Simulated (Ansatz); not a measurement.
## C2H10B3N, SMILES BN(B)B(C)C: a single point in a Gaussian basis, step by step

Program: the Ansatz DFT code, driven from Python.

Interactive session:
```pycon
>>> import ansatz as az
>>> from ase import Atoms
>>> import numpy as np
>>> atoms = Atoms(["B", "N", "B", "B", "C", "C", "H", "H", "H", "H", "H", "H", "H", "H", "H", "H"], positions=[
...     [1.8576, -0.2383, -0.8849],
...     [0.9555, 0.6376, -0.0172],
...     [1.422, 0.5747, 1.4363],
...     [-0.5029, 0.177, -0.1326],
...     [-1.5909, 1.2156, -0.647],
...     [-0.9671, -1.3058, 0.2569],
...     [1.9236, -0.0124, -2.0427],
...     [2.1072, -1.3472, -0.5531],
...     [1.2793, -0.4174, 2.066],
...     [2.2963, 1.2901, 1.7825],
...     [-1.6176, 2.0891, 0.0365],
...     [-2.5945, 0.7425, -0.6741],
...     [-1.3204, 1.556, -1.6677],
...     [-1.7172, -1.2533, 1.0726],
...     [-1.4241, -1.7919, -0.6295],
...     [-0.1066, -1.9164, 0.598],
... ])
>>> molecule = az.Crystal.molecule_from_ase(atoms)
>>> job = (
...     molecule.calculation()
...     .basis(gaussian="def2-SVPD")
...     .functional("pbe0")
...     .forces()
... )
>>> res = job.run(threads=1, pin="off")

>>> summary = res.report
>>> type(res).__name__, type(summary).__name__
('RunOutcome', 'dict')
>>> for key in ("converged", "free_energy_ev", "reference_energy_ev", "n_frozen", "n_occupied", "n_virtual"):
...     print(f"{key:22s} {summary[key]}")
...
converged              True
free_energy_ev         -5744.323797834527
reference_energy_ev    -5744.323797834527
n_frozen               0
n_occupied             [22, 22]
n_virtual              [178, 178]
>>> symbols = [site.symbol for site in molecule.cartesian_sites]
>>> print("forces (eV/A)")
forces (eV/A)
>>> for symbol, f in zip(symbols, summary["forces_ev_ang"]):
...     print(f"  {symbol:2s} {f[0]:9.4f} {f[1]:9.4f} {f[2]:9.4f}")
...
  B    -2.7862    0.9709    0.9637
  N     0.8092   -0.8389    1.1114
  B     0.3509   -1.0031   -3.0189
  B     0.3807    0.0218   -0.1689
  C     0.1529   -0.5621    0.1828
  C     0.8078    0.4452    0.0933
  H     0.2259    0.4378   -0.6046
  H     1.0014   -0.3575    0.6215
  H    -0.8922   -0.2802    0.7418
  H     0.1573    0.7938    0.2142
  H     0.0320   -0.0754   -0.3288
  H     0.2495    0.3010   -0.0418
  H    -0.0612    0.1235    0.3130
  H     0.0442   -0.1354   -0.3016
  H    -0.0609    0.1314    0.2741
  H    -0.4111    0.0272   -0.0513
>>> charges = summary["charge_distribution"]
>>> print("dipole moment", round(4.803205 * float(np.linalg.norm(charges["dipole_moment_e_ang"])), 3), "D")
dipole moment 0.853 D
>>> print("Mulliken:", [(s, round(q, 3)) for s, q in zip(symbols, charges["mulliken_charges_e"])])
Mulliken: [('B', -0.517), ('N', -0.43), ('B', -0.601), ('B', -0.444), ('C', 0.211), ('C', 0.033), ('H', 0.349), ('H', 0.286), ('H', 0.31), ('H', 0.403), ('H', 0.067), ('H', 0.1), ('H', 0.07), ('H', 0.093), ('H', 0.092), ('H', -0.023)]
```

What to keep in mind:
- Total energies depend on the basis set; only differences at equal settings carry meaning.
- The geometry is a force-field or estimated start, not a minimum of this method, and the basis set is short of its limit.
- Mulliken charges are unreliable in a basis with diffuse functions.
- Timing: 17 s on 1 thread of Arm Neoverse V1, on a shared host, peak memory 0.61 GiB.

(Lines on the test bed's own set-up are left out of the output.)
